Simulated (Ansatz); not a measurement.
# CHGeP (triplet): from Hartree-Fock to the top rungs at a displaced geometry (v1), cc-pVDZ

An exercise on one series of results from a longer session: the logs are not shown, and one member is left open.

Computed with Ansatz 0.2.0, Gaussian basis. Level: cc-pVDZ, core rule «outside noble gas», up to 20 orbitals frozen.

To be run: UHF; CCSD(T) on ROHF; CCSD(T) on UHF; BCCD(T) on ROHF; CISD; CCSDT(Q) on ROHF; CCSDT(Q) on UHF.

21 further runs of the same task are left out: 9 that didn't finish, 12 set aside as unsound or not needed.

## The system

The geometry is a PBE0/def2-TZVP stationary point (not a proven minimum) with its atoms shifted at random (size 0.040 Å). No spin-orbit coupling is included. The filled d shell of Ge may be among the frozen orbitals whatever the setting's name suggests; the logs give the count.

4 atoms, charge 0, spin multiplicity 3.

Atoms are counted from 1 here; the program's logs count them from 0.

Bond lengths: C1–Ge2 1.756 Å, C1–H4 1.051 Å, Ge2–P3 2.121 Å. Angles: Ge2–C1–H4 153.3°, C1–Ge2–P3 164.8°.

Geometry (Å):

```
C     0.00234   -0.21408    1.13502
Ge    0.00150    0.14228   -0.58400
P     0.04947    0.01660   -2.70086
H    -0.05331    0.05520    2.14984
```

Set-up of the first run:

in.yaml

```yaml
crystal:
  periodic: [false, false, false]
  atoms:
    - {symbol: C, position_ang: [0.002337, -0.214079, 1.135024]}
    - {symbol: Ge, position_ang: [0.001504, 0.142280, -0.583997]}
    - {symbol: P, position_ang: [0.049468, 0.016599, -2.700865]}
    - {symbol: H, position_ang: [-0.053309, 0.055200, 2.149839]}
basis:
  gaussian: {orbitals: cc-pVDZ}
magnetization: {spin_polarized: true, initial_magnetization: 2}
hamiltonian: {xc: hf}
output: {orbitals: {seedname: orbitals}}
```

Run with:

```console
ansatz run in.yaml --threads 1 --pin off --events-out ev --progress --plain --max-ram 2393MiB
```

Steps of the session up to this table: UHF; CCSD(T) on ROHF; CCSD(T) on UHF; BCCD(T) on ROHF; CISD; CCSDT(Q) on ROHF; CCSDT(Q) on UHF.

One table of the session follows, with a row left open; its other results are not shown here.

It belongs to the step «Misses and costs». 

```
   method  from RCCSDT(Q) (meV)
      UHF               +8759.9
     RMP2                     ?
     UMP2               +2165.6
    RCCSD                +739.4
    UCCSD                +595.5
 RCCSD(T)                +102.1
 UCCSD(T)                +162.8
  BCCD(T)                +128.6
   RCCSDT                 +97.4
   UCCSDT                 +56.9
RCCSDT(Q)                     0
UCCSDT(Q)                  -1.8
```

Q: Estimate the row for RMP2 from the others.

The run gave: from RCCSDT(Q) (meV): +848.8. In the column «from RCCSDT(Q) (meV)» it lies between RCCSD (+739.4) and UMP2 (+2165.6).

Not comparable, so not listed: CISD (they don't share determinant, frozen orbitals or solution with the rows shown, or repeat one).

Caveats from the session: The determinant is far from a pure spin state, so its energy mixes those of several spin states (harmless only where they are near-degenerate, as at dissociation). The report flags that the cluster equations may have other roots. Left out of the table: ROHF (another determinant or state than the rows shown). The program flags RCCSD(T), BCCD(T), RCCSDT(Q) as in doubt, so the zero of the table is itself unsure. Warnings: spin contamination; coupled cluster took another determinant than the lowest; large T1 diagnostic. Restricted and unrestricted rows rest on different reference determinants; where their highest levels disagree by more than a few hundredths of an eV, they describe different states and don't form one ladder.
